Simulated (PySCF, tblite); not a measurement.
**C₄H₈B₂SSi: geometry, infrared bands and NMR shifts**

Wanted: the infrared bands and NMR shifts of C₄H₈B₂SSi (`BSB/C([SiH3])=C\C#C`), by calculation.

Programs: tblite 0.8.0 and PySCF 2.14.0, with density-fitted response routines of our own. Each step states its level of theory. These are calculated values for one molecule in the gas phase, unless marked as measured. Atoms are numbered from 0 throughout.

## (1) The molecule as given

16 atoms, charge 0, multiplicity 1; geometry from: force field or distance geometry start.

Bonds of the start (Å): B0–S1 1.90, S1–B2 1.90, B2–C3 1.57, C3–Si4 1.83, C3–C5 1.34, C5–C6 1.44, C6–C7 1.22, B0–H8 1.19, B0–H9 1.20, B2–H10 1.17, Si4–H11 1.48, Si4–H12 1.48, Si4–H13 1.47, C5–H14 1.08, C7–H15 1.06.

## (2) Geometry optimisation with GFN2-xTB

The job: settings as JSON, then the geometry in Å.

```
{"job": {"kind": "relax", "xc": "GFN2-xTB", "basis": "xTB"}, "charge": 0, "multiplicity": 1}
B      2.252200     2.112200     0.193600
S      0.486700     2.120600    -0.519700
B      0.074400     0.338000    -1.037000
C     -0.928900    -0.366600    -0.054400
Si    -2.459100     0.544000     0.377400
C     -0.654700    -1.574400     0.445600
C      0.594800    -2.161000     0.019600
C      1.639800    -2.671700    -0.343000
H      3.129800     2.173100    -0.608100
H      2.389800     2.585700     1.290800
H      0.829700    -0.302000    -1.663900
H     -2.401000     1.927500    -0.142800
H     -2.631900     0.651900     1.841900
H     -3.542800    -0.178800    -0.299100
H     -1.334300    -2.056100     1.132500
H      2.547800    -3.133500    -0.644800
```

Launch:

```bash
$ OMP_NUM_THREADS=1 python probes_run.py task.json out
```

One launch serves the whole session: the jobs run in the order shown.

**Question.** This job is followed by: GFN2-xTB harmonic vibrations, gas phase; GIAO PBE0/pcSseg-1 NMR shielding, non-relativistic, gas phase. Predict these results of the whole session: strongest single infrared mode (GFN2-xTB); zero-point energy (GFN2-xTB); 13C shifts against TMS (PBE0/pcSseg-1); 1H shifts against TMS (PBE0/pcSseg-1, means over atoms taken as alike); 11B shifts against BF3·OEt2 (PBE0/pcSseg-1); 33S shifts against CS2 (PBE0/pcSseg-1); 29Si shifts against TMS (PBE0/pcSseg-1); surface potential, 1st and 99th percentile.

As calculated:

```
                                                              quantity                             value
                             strongest single infrared mode (GFN2-xTB)             2228 cm⁻¹, 309 km/mol
                                          zero-point energy (GFN2-xTB)                     62.0 kcal/mol
                                13C shifts against TMS (PBE0/pcSseg-1)     164.7, 145.8, 101.3, 87.8 ppm
1H shifts against TMS (PBE0/pcSseg-1, means over atoms taken as alike)  7.98, 7.72, 6.97, 4.39, 3.52 ppm
                           11B shifts against BF3·OEt2 (PBE0/pcSseg-1)                    76.6, 72.5 ppm
                                33S shifts against CS2 (PBE0/pcSseg-1)                           185 ppm
                               29Si shifts against TMS (PBE0/pcSseg-1)                         -64.8 ppm
                                 surface potential, 1st and 99th percentile                -0.57 V and 1.46 V
```

In words: Over 170 steps the energy fell by 1.296 eV; of the close pairs, B0–S1 changed most, 1.904 to 1.766 Å. All 42 modes are real, so the xTB geometry is a minimum. The strongest single mode, at 2228 cm⁻¹, moves mainly H13. Unscaled tight-binding wavenumbers are off by several per cent, some by more. Its intensities can rank the bands wrongly. At PBE0/pcSseg-1: The widest tensor belongs to S1: span 741 ppm, with a paramagnetic part of -742 ppm. At PBE0/pcSseg-1, counted by nearest atom on the grid, the HOMO lies on C3, C7 about 25 % each; C5, C6 about 14 % each, the LUMO on B2 26 %; C5 16 %.
